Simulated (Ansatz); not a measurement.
# ClF4GeH: the cost of one run

All numbers below are computed with Ansatz 0.2.0 (RKS CAM-B3LYP/def2-SVP).

### 1 The system as given

Bond lengths: Ge1–F2 2.030 Å, Ge1–F3 1.680 Å, Ge1–F4 1.679 Å, Ge1–F5 1.679 Å, Ge1–Cl6 2.520 Å. Angles: F2–Ge1–F3 109.4°, F2–Ge1–F4 109.5°, F2–Ge1–F5 109.5°, F2–Ge1–Cl6 71.6°, F3–Ge1–F4 109.5°, F3–Ge1–F5 109.5°, F3–Ge1–Cl6 178.9°, F4–Ge1–F5 109.5°, F4–Ge1–Cl6 70.0°, F5–Ge1–Cl6 70.0°.

Coordinates:

```xyz
7

Ge    0.0000    0.0000    0.0000
F     0.0000    0.0000    2.0300
F     1.5842    0.0000   -0.5594
F    -0.7913    1.3709   -0.5594
F    -0.7913   -1.3709   -0.5594
Cl   -2.3914    0.0000    0.7946
H    -1.1996    0.0000    1.9150
```

### 2 A restrained relaxation towards end A

Springs on the bonds that form and break draw the guess towards this end; the thresholds are loose.

File input.yaml:

```yaml
crystal:
  periodic: [false, false, false]
  atoms:
    - { symbol: Ge, position_ang: [0.0, 0.0, 0.0] }
    - { symbol: F, position_ang: [0.0, 0.0, 2.03] }
    - { symbol: F, position_ang: [1.5842, 0.0, -0.5594] }
    - { symbol: F, position_ang: [-0.7913, 1.3709, -0.5594] }
    - { symbol: F, position_ang: [-0.7913, -1.3709, -0.5594] }
    - { symbol: Cl, position_ang: [-2.3914, 0.0, 0.7946] }
    - { symbol: H, position_ang: [-1.1996, 0.0, 1.915] }
basis:
  gaussian: { orbitals: def2-SVP }
hamiltonian:
  xc: cam_b3lyp
relax:
  f_tol: 0.15
  max_steps: 25
  restrain:
    - { distance: [0, 5], at: 3.42, k: 30.0 }
    - { distance: [6, 1], at: 2.12, k: 30.0 }
    - { distance: [0, 1], at: 1.68, k: 30.0 }
    - { distance: [6, 5], at: 1.37, k: 30.0 }
```

On the command line:

```sh
$ ansatz run input.yaml --threads 4 --pin off --max-ram 5120MiB --backend cpu --events-out ev --progress --plain --runs-dir out
```

**Question.** How long does this run take on 4 threads of Arm Neoverse V1, shared host, and how much memory does it need?

About 20 s, with a peak of 0.34 GiB.
